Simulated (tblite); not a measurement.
# Ge24H38: the cost of one run

Computed with tblite 0.8.0 and PySCF 2.14.0 and routines of our own; the level stands in each step. Atoms count from 0.

## (1) The system as given

62 atoms, charge 0, multiplicity 1; geometry from: force field, distance geometry or constructed start.

## (2) Relaxing the molecule with GFN2-xTB

What the job is given:

```
{"job": {"kind": "relax", "xc": "GFN2-xTB", "basis": "xTB"}, "charge": 0, "multiplicity": 1}
Ge     3.013100    -0.580700    -0.401600
Ge     0.999500     0.581500     0.393100
Ge    -0.997500    -0.581200    -0.399000
Ge    -1.003400    -2.890200     0.393800
Ge     1.001700    -4.053700    -0.396600
Ge     3.004900    -2.895100     0.397400
Ge     1.002800     2.896300    -0.403300
Ge    -0.999300     4.055200     0.401500
Ge    -3.005500     2.892500    -0.400400
Ge    -3.011000     0.578100     0.401600
Ge     5.011600    -4.053700    -0.402100
Ge     1.000200    -6.370200     0.400000
Ge     3.004800    -7.525300    -0.395000
Ge     5.015900    -6.368800     0.397300
Ge     3.006000     6.373300    -0.399800
Ge     1.000800     7.526600     0.406300
Ge    -1.002300     6.370100    -0.399100
Ge     3.007100     4.049100     0.399000
Ge    -3.008800     7.527800     0.402500
Ge    -5.010900     6.369100    -0.397300
Ge    -5.016000     4.056300     0.401500
Ge    -3.009100    -4.051000    -0.400200
Ge    -3.004800    -6.363600     0.406600
Ge    -1.006900    -7.530300    -0.401500
H      3.008700    -0.576300    -1.929100
H      4.252300     0.142000     0.109300
H      1.003400     0.581200     1.929300
H     -1.003300    -0.578300    -1.928800
H     -1.002100    -2.894200     1.928000
H      1.003800    -4.052100    -1.926600
H      3.011800    -2.894000     1.928900
H      1.000800     2.895900    -1.929800
H     -1.003700     4.052600     1.928100
H     -3.006100     2.893300    -1.926300
H     -3.007000     0.580700     1.926700
H     -4.257900    -0.140700    -0.109700
H      5.012900    -4.052400    -1.934100
H      6.264800    -3.328200     0.104200
H      1.003800    -6.372100     1.929900
H      3.003400    -7.522600    -1.928800
H      3.008100    -8.972000     0.110600
H      5.019600    -6.373800     1.933700
H      6.268800    -7.089000    -0.110400
H      3.010800     6.367700    -1.931800
H      4.254700     7.091700     0.109200
H      1.000800     7.527600     1.926600
H      1.005100     8.969800    -0.107400
H     -1.003000     6.370800    -1.927700
H      3.009800     4.052900     1.930200
H      4.260300     3.331400    -0.104800
H     -3.009100     7.518700     1.933100
H     -3.001600     8.971000    -0.107100
H     -5.014100     6.367800    -1.929900
H     -6.267300     7.088400     0.103800
H     -5.013000     4.051600     1.931500
H     -6.264400     3.333700    -0.106200
H     -3.001600    -4.058200    -1.931900
H     -4.255700    -3.323100     0.106100
H     -3.008100    -6.368900     1.934000
H     -4.259300    -7.088000    -0.107800
H     -1.006500    -7.525100    -1.928500
H     -0.998800    -8.970000     0.104900
```

On the command line:

```
> OMP_NUM_THREADS=4 python large_run.py task.json out
```

The driver reads the jobs from task.json and runs them one after another.

**Question.** How long does this first job take on 4 threads of Arm Neoverse N1, shared host, and how much memory does it need?

About 22 s, with a peak of 0.14 GiB.
